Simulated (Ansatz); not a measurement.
Predict the output of the script below (Ansatz's Python interface).

`sc3inc.py`
```python
'''A run of Sc3InC that can be started again.'''

import logging
import sys
import warnings

import ansatz as az

logging.basicConfig(stream=sys.stdout, format='%(levelname)s %(message)s')
log = logging.getLogger('sc3inc')
log.setLevel(logging.INFO)

warnings.simplefilter('ignore', az.DeckWarning)

xtal = (
    az.Lattice.of([4.55062, 0.0, 0.0], [0.0, 4.55062, 0.0], [0.0, 0.0, 4.55062])
    .atom('Sc', [0.5, 0.0, 0.5])
    .atom('Sc', [0.0, 0.5, 0.5])
    .atom('Sc', [0.5, 0.5, 0.0])
    .atom('In', [0.0, 0.0, 0.0])
    .atom('C', [0.5, 0.5, 0.5])
)

base = (
    xtal.calculation()
    .functional('pbesol')
    .pseudopotentials('paw')
    .kpoints(5)
    .occupations(az.OccupationsMethod.METHFESSEL_PAXTON, width=150 * az.meV)
    .forces()
    .checkpoint(write='state')
)
with az.exiting_at_sigterm():
    out = base.run(threads=1, backend='cpu', resume=True)
print('returned:', type(out).__name__)
log.info(f'F = {out.report["free_energy_ev"]:.5f} eV, {out.report["n_iterations"]} iterations')
```

Output of `python sc3inc.py`:
```text
returned: RunOutcome
INFO F = -12109.82203 eV, 7 iterations
```

Running `python sc3inc.py` prints:
```text
returned: CompletedStep
INFO F = -12109.82203 eV, 7 iterations
```

Caveats:
- Total energies depend on the potentials; only differences at equal settings carry meaning. A total without «per atom» is that of the cell as typed.
- Spin is left out of this run.
- For a metal this k-point mesh is coarse: on a finer one energies can move by several to tens of meV an atom and pressures by half a GPa or more, differences at one mesh by less.
- This cell is a computed structure, which may not be the phase found in nature.
- Timing: 3.3 s on 1 thread of Arm Neoverse V1 (shared host), peak memory 0.42 GiB.

(Lines on the test bed's own set-up are left out of the output.)
